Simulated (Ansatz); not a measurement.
# Li2P in Ansatz: convergence with smearing width

The system is Li2P.

```xyz
3
Lattice="-1.6242 1.6242 4.0946 1.6242 -1.6242 4.0946 1.6242 1.6242 -4.0946" Properties=species:S:1:pos:R:3 pbc="T T T"
Li   -0.0372    0.0749    5.5003
Li   -0.0181   -0.0258    2.6460
P     0.0385   -0.0159    0.0334
```

The cell was built by a generator and needn't be a form met in nature.

The cell isn't the ideal one: atoms moved at random, drawn with an rms of 0.05 Å.

| Property | Result |
| --- | --- |
| Program | Ansatz 0.2.0 |
| Task | convergence study |
| Functional | LDA |
| Potentials or basis | JTH PAW |
| Cutoff | 1170 eV (not typed: the program's choice for these potentials) |
| k mesh | 6 × 6 × 8 |
| Occupations | fermi-dirac, width 0.3 eV |
| Spin | no spin polarisation |

These are the settings of the first run; the series varies smearing width, with any setting tied to it.

Hardware: 2 threads of Arm Neoverse V2, on a shared host.

The values tried are 0.3 eV, 0.2 eV, 0.15 eV, 0.1 eV, 0.05 eV, 0.025 eV, 0.01 eV, 0.005 eV, loosest first. From which on does the pressure stay within 0.1 GPa of the tightest run that finished?

From 0.15 eV on.

| smearing width | energy less the tightest run, at zero smearing (meV/atom) | pressure (GPa) | largest force (eV/Å) | SCF cycles | CPU time (s) | peak memory (GiB) |
| --- | --- | --- | --- | --- | --- | --- |
| 0.3 eV | 0.97 | -4.02 | 0.823 | 7 | 22 | 0.66 |
| 0.2 eV | 0.02 | -4.19 | 0.826 | 7 | 21 | 0.64 |
| 0.15 eV | -0.16 | -4.24 | 0.827 | 7 | 21 | 0.64 |
| 0.1 eV | -0.24 | -4.28 | 0.827 | 7 | 21 | 0.64 |
| 0.05 eV | -0.15 | -4.29 | 0.826 | 7 | 21 | 0.64 |
| 0.025 eV | -0.05 | -4.29 | 0.825 | 7 | 21 | 0.64 |
| 0.01 eV | -0.01 | -4.29 | 0.825 | 7 | 21 | 0.64 |
| 0.005 eV | 0.00 | -4.29 | 0.825 | 7 | 21 | 0.64 |

Against the tightest run, the energy stays within 1 meV/atom from 0.3 eV on; the largest force stays within 0.005 eV/Å from 0.3 eV on. Narrower smearing needs a denser k mesh, so at a fixed mesh the narrowest width isn't the most accurate. The tightest run that finished is the yardstick and may itself not be fully converged.
